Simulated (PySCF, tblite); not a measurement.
# C₄H₉NOSi₂: geometry, infrared bands and NMR shifts

What infrared bands and NMR shifts should C₄H₉NOSi₂ (`O=CC#CCN([SiH3])[SiH3]`) show?

The runs use tblite 0.8.0 and PySCF 2.14.0, with density-fitted response routines of our own; the level of theory stands in each step. All values are computed, except where a source is named. Atoms count from 0, in the outputs and in this text.

## 1. The molecule as given

17 atoms, charge 0, multiplicity 1; geometry from: force field or distance geometry start.

Bonds of the start (Å): O0–C1 1.27, C1–C2 1.44, C2–C3 1.21, C3–C4 1.47, C4–N5 1.43, N5–Si6 1.75, N5–Si7 1.74, C1–H8 1.08, C4–H9 1.11, C4–H10 1.10, Si6–H11 1.46, Si6–H12 1.47, Si6–H13 1.49, Si7–H14 1.47, Si7–H15 1.47, Si7–H16 1.46.

## 2. Optimising the geometry with GFN2-xTB

The job: settings as JSON, then the geometry in Å.

```
{"job": {"kind": "relax", "xc": "GFN2-xTB", "basis": "xTB"}, "charge": 0, "multiplicity": 1}
O      4.425500     0.272700     0.662700
C      3.505900    -0.046900    -0.156500
C      2.159600    -0.313300     0.288200
C      1.013700    -0.535600     0.625300
C     -0.357400    -0.852400     1.063100
N     -1.311800    -0.118400     0.292300
Si    -1.208200     1.630500     0.363000
Si    -1.829800    -0.823400    -1.208200
H      3.806700    -0.134200    -1.192900
H     -0.511400    -1.938700     0.923300
H     -0.425200    -0.586600     2.124300
H     -1.626100     2.255100    -0.886000
H      0.178500     2.000400     0.686300
H     -2.026300     2.225400     1.451000
H     -1.797900     0.222200    -2.246200
H     -0.834600    -1.840300    -1.592200
H     -3.168400    -1.404500    -1.207300
```

Command:

```bash
> OMP_NUM_THREADS=1 python probes_run.py task.json out
```

The driver reads the jobs from task.json and runs them one after another.

**Question.** This job is followed by: GFN2-xTB harmonic vibrations, gas phase; GIAO PBE0/pcSseg-1 NMR shielding, non-relativistic, gas phase. Predict these results of the whole session: strongest single infrared mode (GFN2-xTB); zero-point energy (GFN2-xTB); ¹³C shifts against TMS (PBE0/pcSseg-1); ¹H shifts against TMS (PBE0/pcSseg-1, means over atoms taken as alike); ¹⁷O shifts against H2O (PBE0/pcSseg-1); ¹⁵N shifts against NH3 (PBE0/pcSseg-1); ²⁹Si shifts against TMS (PBE0/pcSseg-1, means over atoms taken as alike).

The runs gave:

| quantity | value |
| --- | --- |
| strongest single infrared mode (GFN2-xTB) | 805 cm⁻¹, 722 km/mol |
| zero-point energy (GFN2-xTB) | 68.3 kcal/mol |
| ¹³C shifts against TMS (PBE0/pcSseg-1) | 180.4, 103.8, 90.8, 42.6 ppm |
| ¹H shifts against TMS (PBE0/pcSseg-1, means over atoms taken as alike) | 9.62, 4.77, 4.02 ppm |
| ¹⁷O shifts against H2O (PBE0/pcSseg-1) | 739.4 ppm |
| ¹⁵N shifts against NH3 (PBE0/pcSseg-1) | 13.3 ppm |
| ²⁹Si shifts against TMS (PBE0/pcSseg-1, means over atoms taken as alike) | -43.6 ppm |

In words: The optimisation took 133 steps and gained 0.578 eV; among the close pairs (by a distance rule), O0–C1 changed most, from 1.272 to 1.203 Å. All 45 modes are real, so the xTB geometry is a minimum. The strongest single mode, at 805 cm⁻¹, is spread over several atoms, H16, H15, H13, H12 among them. GFN2-xTB is a fitted tight-binding method: band positions and strengths are rough. Its intensities can rank the bands wrongly. The most deshielded carbon is C1 (aldehyde carbonyl carbon), at 180.4 ppm: low-lying n→π* states of the double bond to the heteroatom give a large paramagnetic term (-243 ppm). The most deshielded hydrogen is H8 (hydrogen on an aldehyde carbonyl carbon), at 9.62 ppm: deshielded by the polar, anisotropic C=O bond. At PBE0/pcSseg-1: The widest tensor belongs to O0: span 1518 ppm, with a paramagnetic part of -797 ppm.
